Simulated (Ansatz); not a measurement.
**ZnH2: one species, many methods**

Aim: compute ZnH2 with functionals from several rungs and with coupled cluster. The yardstick is the atomisation energy at the CCSD(T) limit.

Computed with Ansatz 0.2.0, Gaussian basis. Level: functionals in def2-TZVPP, the program's frozen cores in correlated methods.

The runs, in order: LDA (SPW92), PBE-D4, revPBE-D4, BLYP-D4, r2SCAN-D4, B97M-V, PBE0-D4, B3LYP-D4, r2SCANh-D4, r2SCAN0-D4, HSE06-D4, BHLYP-D4, CAM-B3LYP-D4, LC-ωPBE, ωB97X-V, ωB97M-V, B2PLYP, PBE-QIDH; CCSD(T)/def2-SVP; CCSD(T)/def2-TZVPP; CCSD(T)/def2-QZVPP; extrapolation to the limit; RPA on PBE.

## (1) The relaxed structure

The geometry comes from an earlier relaxation with PBE0-D4 in a triple-zeta def2 set; it is a stationary point.

SMILES `[ZnH2]`, 3 atoms, charge 0, spin multiplicity 1.

Atoms are counted from 1 here; the program's logs count them from 0.

Bond lengths: Zn1–H2 1.544 Å, Zn1–H3 1.544 Å. Angles: H2–Zn1–H3 180.0°.

Coordinates:

```xyz
3
charge 0, multiplicity 1
Zn   -0.0037   -0.0216   -0.0044
H     0.5906    1.3242    0.4655
H    -0.5979   -1.3674   -0.4744
```

## (2) LDA

This LDA is Slater exchange with PW92 correlation.

in.yaml reads:

```yaml
crystal:
  periodic: [false, false, false]
  atoms:
    - {symbol: Zn, position_ang: [-0.003667, -0.021601, -0.004433]}
    - {symbol: H, position_ang: [0.590601, 1.324162, 0.465489]}
    - {symbol: H, position_ang: [-0.597935, -1.367361, -0.474356]}
basis:
  gaussian: {orbitals: def2-TZVPP}
hamiltonian: {xc: lda}
output: {orbitals: {seedname: orbitals}}
```

Command:

```
ansatz run in.yaml --threads 2 --pin off --events-out ev --progress --plain --max-ram 32768MiB --backend cpu
```

The runs that follow: PBE-D4 (GGA); revPBE-D4 (GGA); BLYP-D4 (GGA); r2SCAN-D4 (meta-GGA); B97M-V (meta-GGA); B3LYP-D4 (hybrid); r2SCANh-D4 (hybrid); r2SCAN0-D4 (hybrid); HSE06-D4 (hybrid); BHLYP-D4 (hybrid); CAM-B3LYP-D4 (range-separated); LC-ωPBE (range-separated); ωB97X-V (range-separated); ωB97M-V (range-separated); B2PLYP (double hybrid); PBE-QIDH (double hybrid); CCSD(T) in def2-SVP; CCSD(T) in def2-TZVPP; CCSD(T) in def2-QZVPP; RPA on PBE orbitals.

Q: Predict the results of all the runs planned. Wanted: atomisation energy, CCSD(T)/CBS; farthest beyond LDA; mean size of error, GGA; mean size of error, meta-GGA; mean size of error, hybrid; mean size of error, range-separated; mean size of error, double hybrid; gap, smallest and largest; T1 diagnostic.

As calculated:

| quantity | value |
| --- | --- |
| atomisation energy, CCSD(T)/CBS | 438.2 kJ/mol |
| functionals within 2.2 kJ/mol (0.5 %) | PBE-QIDH |
| farthest beyond LDA | LC-ωPBE (+24.4 kJ/mol) |
| mean size of error, GGA | 16.1 kJ/mol |
| mean size of error, meta-GGA | 13.4 kJ/mol |
| mean size of error, hybrid | 8.5 kJ/mol |
| mean size of error, range-separated | 14.8 kJ/mol |
| mean size of error, double hybrid | 3.4 kJ/mol |
| gap, smallest and largest | 5.34 eV (LDA (SPW92)), 11.94 eV (LC-ωPBE) |
| T1 diagnostic | 0.0164 |
| triples share of the correlation energy | 2.7 % |

In words: LDA overbinds by 51.2 kJ/mol (12 %). PBE-D4 misses by -14.8 kJ/mol. Double hybrids carry the basis error of their MP2 part in triple zeta, and no dispersion term here, so their miss is partly the set-up's. By mean error the best rung here is double hybrid (3.4 kJ/mol) and the worst beyond LDA is GGA (16.1 kJ/mol). The reference freezes the cores and leaves out relativity and excitations past (T), so misses under about 2.2 kJ/mol can't be ranked. Hartree-Fock recovers 74 % of the binding; the rest is correlation. CCSD(T) in def2-SVP is off by -30.6 kJ/mol, more than most functionals: a good method in a small basis is no reference. The gap grows from 5.3 to 11.9 eV across the functionals, mostly with the share of exact exchange. For Zn the d shell is correlated and the shells below it are frozen.
